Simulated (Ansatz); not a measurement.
Run this with Ansatz 0.2.0 through its Python package and show what comes out.

Script `br2_cas.py`:
```python
'''Static correlation in Br2: natural occupations of an active space.'''

import ansatz

geometry_ang = [
    ('Br', (0.97312, -0.32544, 0.49859)),
    ('Br', (-0.97312, 0.32544, -0.49859)),
]
geometry = ansatz.Crystal.molecule()
for symbol, xyz in geometry_ang:
    geometry = geometry.atom(symbol, xyz)

job = (
    geometry.calculation()
    .basis(gaussian='def2-SVP')
    .correlation(active_electrons=2, active_orbitals=2)
)
for method in [None, 'sc_nevpt2', 'fic_mrcisd_q']:
    rep = (job if method is None else job.correlation(method)).run().report
    space = rep['configurations']
    state = space['states'][0]
    print(method or 'casscf', f'total {rep["free_energy_ev"] / 27.211386246:.6f} Ha, active-space state {state["energy"]["hartree"]:.6f} Ha, mean field {rep["reference_energy_ev"] / 27.211386246:.6f} Ha')
    print('  determinants', state['n_determinants'], ' natural occupations', [round(n, 3) for n in space['natural_occupations']])
```

Running `python br2_cas.py` prints:
```text
casscf total -5144.203507 Ha, active-space state -5144.203507 Ha, mean field -5144.184892 Ha
  determinants 4  natural occupations [1.945, 0.055]
sc_nevpt2 total -5144.647256 Ha, active-space state -5144.203500 Ha, mean field -5144.184892 Ha
  determinants 2  natural occupations [1.945, 0.055]
fic_mrcisd_q total -5144.650761 Ha, active-space state -5144.203500 Ha, mean field -5144.184892 Ha
  determinants 2  natural occupations [1.945, 0.055]
```

Caveats:
- Total energies depend on the basis set; only differences at equal settings carry meaning.
- The geometry is a force-field or estimated start, not a minimum of this method, and the basis set is short of its limit. The active space starts as a window about the frontier orbitals and is then optimised, not chosen by chemistry.
- Run time: 10 s on 1 thread of AMD EPYC 7B13 (Zen 3) (shared host), peak memory 0.22 GiB.
